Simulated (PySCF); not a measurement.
# C3H10OSi2: a tour of settings, part 2 of 2

PySCF 2.14.0. Atoms count from 0. The steps go on from the part before.

### Step 4. Shielding tensors: PBE0/6-311+G(2d,p)

Job settings and geometry (Å):

```
{"job": {"kind": "nmr", "xc": "PBE0", "basis": "6-311+G(2d,p)", "pop": false, "scf": {"level_shift": 0.9, "max_cycle": 87}}, "charge": 0, "multiplicity": 1}
C      3.059950    -0.237974     0.450668
C      2.094135     0.559286     0.868651
O      0.870278     0.678504     0.332700
Si     0.170270    -0.034126    -0.957184
C     -1.576883     0.682077    -0.909119
Si    -2.592756     0.244362     0.634294
H      4.008184    -0.263827     0.952635
H      2.926125    -0.882007    -0.399601
H      2.221759     1.213355     1.724639
H      0.174801    -1.494469    -0.820710
H      0.889553     0.326459    -2.186116
H     -2.103898     0.329134    -1.794277
H     -1.524866     1.766736    -1.000925
H     -3.913058     0.878578     0.531017
H     -1.938893     0.719006     1.854227
H     -2.772299    -1.208666     0.707690
```

With the program's defaults for keys left out, this is: GIAO PBE0/6-311+G(2d,p) NMR shielding, non-relativistic, gas phase.

Standard output:

```text
final grid: 122408 points
cycle   1  E = -773.9842174414  dE =  5.510e-01  |g| = 8.001e-01  |ddm| = 3.070e+00
cycle   2  E = -774.1221319900  dE = -1.379e-01  |g| = 3.377e-01  |ddm| = 6.648e-01
cycle   3  E = -774.1462086645  dE = -2.408e-02  |g| = 1.164e-01  |ddm| = 2.476e-01
cycle   4  E = -774.1514047623  dE = -5.196e-03  |g| = 5.863e-02  |ddm| = 1.305e-01
cycle   5  E = -774.1530928565  dE = -1.688e-03  |g| = 3.379e-02  |ddm| = 7.247e-02
cycle   6  E = -774.1537237323  dE = -6.309e-04  |g| = 2.073e-02  |ddm| = 4.865e-02
cycle   7  E = -774.1539830079  dE = -2.593e-04  |g| = 1.323e-02  |ddm| = 3.387e-02
cycle   8  E = -774.1540957910  dE = -1.128e-04  |g| = 8.880e-03  |ddm| = 2.469e-02
cycle   9  E = -774.1541481775  dE = -5.239e-05  |g| = 6.075e-03  |ddm| = 1.793e-02
cycle  10  E = -774.1541732508  dE = -2.507e-05  |g| = 4.146e-03  |ddm| = 1.291e-02
cycle  11  E = -774.1541852923  dE = -1.204e-05  |g| = 2.929e-03  |ddm| = 9.258e-03
cycle  12  E = -774.1541912508  dE = -5.959e-06  |g| = 2.106e-03  |ddm| = 6.566e-03
cycle  13  E = -774.1541942610  dE = -3.010e-06  |g| = 1.497e-03  |ddm| = 4.704e-03
cycle  14  E = -774.1541957884  dE = -1.527e-06  |g| = 1.073e-03  |ddm| = 3.350e-03
cycle  15  E = -774.1541965779  dE = -7.894e-07  |g| = 7.659e-04  |ddm| = 2.391e-03
cycle  16  E = -774.1541969819  dE = -4.041e-07  |g| = 5.547e-04  |ddm| = 1.700e-03
cycle  17  E = -774.1541971924  dE = -2.104e-07  |g| = 4.049e-04  |ddm| = 1.210e-03
cycle  18  E = -774.1541973029  dE = -1.105e-07  |g| = 2.936e-04  |ddm| = 8.675e-04
cycle  19  E = -774.1541973609  dE = -5.801e-08  |g| = 2.144e-04  |ddm| = 6.219e-04
cycle  20  E = -774.1541973917  dE = -3.076e-08  |g| = 1.564e-04  |ddm| = 4.473e-04
cycle  21  E = -774.1541974080  dE = -1.632e-08  |g| = 1.146e-04  |ddm| = 3.225e-04
cycle  22  E = -774.1541974167  dE = -8.684e-09  |g| = 8.453e-05  |ddm| = 2.335e-04
cycle  23  E = -774.1541974214  dE = -4.664e-09  |g| = 6.221e-05  |ddm| = 1.700e-04
cycle  24  E = -774.1541974239  dE = -2.520e-09  |g| = 4.566e-05  |ddm| = 1.243e-04
cycle  25  E = -774.1541974252  dE = -1.353e-09  |g| = 3.369e-05  |ddm| = 9.104e-05
cycle  26  E = -774.1541974260  dE = -7.315e-10  |g| = 2.492e-05  |ddm| = 6.702e-05
level shift removed, Fock matrix diagonalised once more
converged SCF energy = -774.1541974260

GIAO shielding tensors (ppm)
atom      isotropic    diamagn.    paramagn.     s11        s22        s33       span
  0 C       96.904     256.543    -159.638      0.619    123.407    166.687    166.068
  1 C       34.371     246.897    -212.526    -76.351     68.834    110.632    186.983
  2 O      219.377     403.168    -183.792    136.698    224.567    296.865    160.166
  3 Si     365.759     879.709    -513.951    319.451    360.494    417.332     97.881
  4 C      195.682     247.014     -51.332    182.155    196.045    208.846     26.692
  5 Si     415.733     880.022    -464.290    392.257    396.628    458.313     66.056
  6 H       27.712      28.797      -1.085     26.372     26.529     30.236      3.865
  7 H       27.683      33.036      -5.353     25.112     26.201     31.738      6.626
  8 H       25.064      29.699      -4.634     21.720     25.403     28.071      6.352
  9 H       26.520      31.973      -5.452     23.387     25.530     30.644      7.256
 10 H       26.349      30.973      -4.624     22.870     25.149     31.027      8.157
 11 H       32.340      30.461       1.879     27.518     29.420     40.083     12.565
 12 H       31.593      31.598      -0.006     27.619     29.067     38.093     10.474
 13 H       27.578      28.922      -1.343     24.213     25.379     33.143      8.931
 14 H       27.658      30.002      -2.345     23.973     26.925     32.075      8.102
 15 H       27.747      29.663      -1.916     24.685     25.884     32.673      7.989
```

Wall time 2.4 min (1 thread of Intel Xeon at 2.50GHz, shared host); peak memory 0.92 GiB.

Despite a large level shift, the SCF converged in 26 cycles.

Key values: δ C1 154.5, C0 92.0, C4 -6.8, O2 108.4, H8 6.91, H9 5.54 ppm (means over like atoms).

### Step 5. NMR shieldings: OLYP/ANO-RCC-VDZP

The job, as its differences from that of step 4:

```diff
@@ -1,2 +1,2 @@
-{"job": {"kind": "nmr", "xc": "PBE0", "basis": "6-311+G(2d,p)", "pop": false, "scf": {"level_shift": 0.9, "max_cycle": 87}}, "charge": 0, "multiplicity": 1}
+{"job": {"kind": "nmr", "xc": "OLYP", "basis": "ANO-RCC-VDZP", "pop": false}, "charge": 0, "multiplicity": 1}
 C      3.059950    -0.237974     0.450668
```

With the program's defaults for keys left out, this is: GIAO OLYP/ANO-RCC-VDZP NMR shielding, non-relativistic, gas phase.

Standard output:

```text
coarse grid: 13792 points
cycle   1  E = -774.1147946269  dE =  4.477e-01  |g| = 8.177e-01  |ddm| = 5.178e+00
cycle   2  E = -773.7279386917  dE =  3.869e-01  |g| = 1.556e+00  |ddm| = 2.439e+00
cycle   3  E = -774.2488146938  dE = -5.209e-01  |g| = 2.749e-01  |ddm| = 1.882e+00
cycle   4  E = -774.2637383890  dE = -1.492e-02  |g| = 1.196e-01  |ddm| = 4.081e-01
cycle   5  E = -774.2671994409  dE = -3.461e-03  |g| = 4.252e-02  |ddm| = 1.675e-01
cycle   6  E = -774.2676456292  dE = -4.462e-04  |g| = 1.054e-02  |ddm| = 5.081e-02
cycle   7  E = -774.2676767236  dE = -3.109e-05  |g| = 2.869e-03  |ddm| = 1.582e-02
cycle   8  E = -774.2676790221  dE = -2.299e-06  |g| = 5.743e-04  |ddm| = 3.934e-03
final grid: 122408 points
cycle   9  E = -774.2671195196  dE = -2.610e-05  |g| = 1.612e-02  |ddm| = 5.255e-02
cycle  10  E = -774.2669228257  dE =  1.967e-04  |g| = 3.490e-02  |ddm| = 3.998e-02
cycle  11  E = -774.2671651437  dE = -2.423e-04  |g| = 4.601e-03  |ddm| = 3.197e-02
cycle  12  E = -774.2671709902  dE = -5.847e-06  |g| = 8.037e-04  |ddm| = 5.924e-03
cycle  13  E = -774.2671711331  dE = -1.429e-07  |g| = 2.863e-04  |ddm| = 1.093e-03
cycle  14  E = -774.2671711560  dE = -2.293e-08  |g| = 4.063e-05  |ddm| = 3.717e-04
cycle  15  E = -774.2671711565  dE = -4.272e-10  |g| = 1.684e-05  |ddm| = 6.237e-05
converged SCF energy = -774.2671711565

GIAO shielding tensors (ppm)
atom      isotropic    diamagn.    paramagn.     s11        s22        s33       span
  0 C      103.438     250.646    -147.208     19.194    124.598    166.522    147.328
  1 C       43.340     242.747    -199.407    -52.917     73.784    109.154    162.071
  2 O      218.680     389.567    -170.886    143.286    223.740    289.015    145.729
  3 Si     421.390     890.907    -469.518    376.015    416.178    471.977     95.962
  4 C      191.635     238.074     -46.439    179.268    192.948    202.688     23.420
  5 Si     471.387     886.849    -415.462    444.255    449.643    520.262     76.007
  6 H       27.503      30.122      -2.619     25.746     26.699     30.064      4.318
  7 H       27.598      34.895      -7.297     24.699     26.471     31.624      6.925
  8 H       24.881      30.960      -6.079     21.878     25.521     27.242      5.364
  9 H       26.509      34.146      -7.637     23.424     25.528     30.576      7.152
 10 H       26.279      31.979      -5.700     22.867     25.092     30.879      8.012
 11 H       32.072      29.449       2.623     27.269     29.288     39.659     12.389
 12 H       31.342      30.317       1.025     27.379     28.889     37.758     10.379
 13 H       27.560      28.060      -0.500     24.312     25.379     32.990      8.678
 14 H       27.671      31.573      -3.903     24.065     26.985     31.962      7.897
 15 H       27.800      30.835      -3.035     24.832     25.997     32.572      7.740
```

Wall time 3.5 min (1 thread of Intel Xeon at 2.50GHz, shared host); peak memory 0.68 GiB.

This run: δ C1 143.2, C0 83.1, C4 -5.1, O2 111.9, H8 6.91, H9 5.40 ppm (means over like atoms).

### Step 6. NMR shieldings: KT2/6-31++G**

The job, as its differences from that of step 5:

```diff
@@ -1,2 +1,2 @@
-{"job": {"kind": "nmr", "xc": "OLYP", "basis": "ANO-RCC-VDZP", "pop": false}, "charge": 0, "multiplicity": 1}
+{"job": {"kind": "nmr", "xc": "KT2", "basis": "6-31++G**", "pop": false, "scf": {"level_shift": 0.2}, "grid": 3}, "charge": 0, "multiplicity": 1}
 C      3.059950    -0.237974     0.450668
```

Method: GIAO KT2/6-31++G** NMR shielding, non-relativistic, gas phase.

Standard output:

```text
final grid: 192880 points
cycle   1  E = -782.6460143868  dE =  4.411e-01  |g| = 7.122e-01  |ddm| = 4.127e+00
cycle   2  E = -782.5896775742  dE =  5.634e-02  |g| = 9.422e-01  |ddm| = 1.835e+00
cycle   3  E = -782.7479990089  dE = -1.583e-01  |g| = 1.923e-01  |ddm| = 6.619e-01
cycle   4  E = -782.7570208180  dE = -9.022e-03  |g| = 4.211e-02  |ddm| = 2.542e-01
cycle   5  E = -782.7574492889  dE = -4.285e-04  |g| = 7.935e-03  |ddm| = 9.000e-02
cycle   6  E = -782.7574696240  dE = -2.034e-05  |g| = 4.409e-03  |ddm| = 3.118e-02
cycle   7  E = -782.7574735275  dE = -3.904e-06  |g| = 1.483e-03  |ddm| = 1.150e-02
cycle   8  E = -782.7574740419  dE = -5.143e-07  |g| = 3.301e-04  |ddm| = 4.564e-03
cycle   9  E = -782.7574740753  dE = -3.348e-08  |g| = 1.025e-04  |ddm| = 1.546e-03
cycle  10  E = -782.7574740802  dE = -4.838e-09  |g| = 2.926e-05  |ddm| = 5.915e-04
cycle  11  E = -782.7574740808  dE = -6.614e-10  |g| = 1.161e-05  |ddm| = 2.133e-04
level shift removed, Fock matrix diagonalised once more
converged SCF energy = -782.7574740808

GIAO shielding tensors (ppm)
atom      isotropic    diamagn.    paramagn.     s11        s22        s33       span
  0 C      118.447     266.143    -147.696     43.034    139.420    172.887    129.853
  1 C       60.588     239.954    -179.367    -25.687     87.394    120.055    145.743
  2 O      225.587     406.351    -180.764    150.635    234.511    291.615    140.980
  3 Si     413.658     884.494    -470.836    366.367    407.787    466.819    100.451
  4 C      202.011     263.930     -61.919    189.394    203.165    213.473     24.080
  5 Si     465.484     879.317    -413.833    441.517    448.665    506.269     64.753
  6 H       27.657      29.125      -1.468     25.980     26.339     30.653      4.673
  7 H       27.578      34.083      -6.505     25.240     25.896     31.598      6.358
  8 H       24.846      27.862      -3.016     21.347     26.017     27.175      5.829
  9 H       26.422      32.010      -5.588     23.161     25.471     30.635      7.474
 10 H       26.214      29.898      -3.684     22.622     25.029     30.990      8.369
 11 H       32.148      34.246      -2.099     26.843     29.273     40.327     13.484
 12 H       31.387      34.861      -3.474     26.845     28.903     38.413     11.567
 13 H       27.593      27.698      -0.105     24.092     25.359     33.329      9.238
 14 H       27.607      29.478      -1.871     23.800     26.866     32.154      8.354
 15 H       27.799      29.068      -1.269     24.659     25.952     32.786      8.128
```

It took 1.9 min on 1 thread of Intel Xeon at 2.50GHz, shared host; peak memory 0.65 GiB.

In short: δ C1 136.4, C0 78.5, C4 -5.0, O2 108.8, H8 6.96, H9 5.49 ppm (means over like atoms).

### Step 7. Run by run: NMR shifts

Shifts (ppm) of some atoms, chosen among heavy atoms and hydrogens apart, means over like atoms, with basis size and wall time:

```
               run     C1    C0    C4    H8    H9    Si3    Si5  functions     time
     PBE0/pcSseg-1  156.6  94.7  -9.3  6.67  5.17  -24.4  -74.9        166     77 s
PBE0/6-311+G(2d,p)  154.5  92.0  -6.8  6.91  5.54  -23.5  -73.5        238  2.4 min
 OLYP/ANO-RCC-VDZP  143.2  83.1  -5.1  6.91  5.40  -38.9  -88.9        142  3.5 min
     KT2/6-31++G**  136.4  78.5  -5.0  6.96  5.49  -15.5  -67.3        176  1.9 min
```

### Step 8. Outcome

This closing draws on all 2 parts.

| quantity | value |
| --- | --- |
| 13C shifts against TMS (PBE0/pcSseg-1) | 156.6, 94.7, -9.3 ppm |
| 1H shifts against TMS (PBE0/pcSseg-1, means over atoms taken as alike) | 6.67, 5.17, 4.40, 4.37, 4.05, -0.17 ppm |
| 17O shifts against H2O (PBE0/pcSseg-1) | 112.3 ppm |
| 29Si shifts against TMS (PBE0/pcSseg-1) | -24.4, -74.9 ppm |
| surface potential, 1st and 99th percentile | -0.78 V and 1.17 V |
| lowest singlet (PBE0/def2-SVPD) | 6.30 eV (197 nm), f = 0.009 |
| brightest single state of those computed | state 4, 7.02 eV, f = 0.217 |
| lowest triplet | 4.42 eV |
| range of the shift of Si3 | -38.9 to -15.5 ppm |

Single values in the summary come from the first run of each kind that ended normally (PBE0/pcSseg-1; PBE0/def2-SVPD), which need not be the best level. C1 (alkene carbon bearing oxygen) lies farthest downfield among carbon, at 156.6 ppm; an sp2 carbon further deshielded by the attached heteroatom. H8 (hydrogen on an alkene carbon bearing oxygen) lies farthest downfield among hydrogen, at 6.67 ppm; attached to an sp2 carbon and in the plane of the double bond. At PBE0/pcSseg-1: The largest span, 188 ppm, is at C1, where the paramagnetic term is -215 ppm. The lowest singlet, at 6.30 eV, is HOMO→LUMO+1 0.61, HOMO→LUMO 0.21 and is weak; of the 6 states computed, the strongest absorption comes from state 4 at 7.02 eV. The lowest triplet lies 1.89 eV below the lowest singlet (triplets in Tamm-Dancoff, singlets in full TDDFT). Across the 4 runs the shift of Si3 moves most, between -38.9 (OLYP/ANO-RCC-VDZP) and -15.5 ppm (KT2/6-31++G**). Part of that comes from the computed reference.
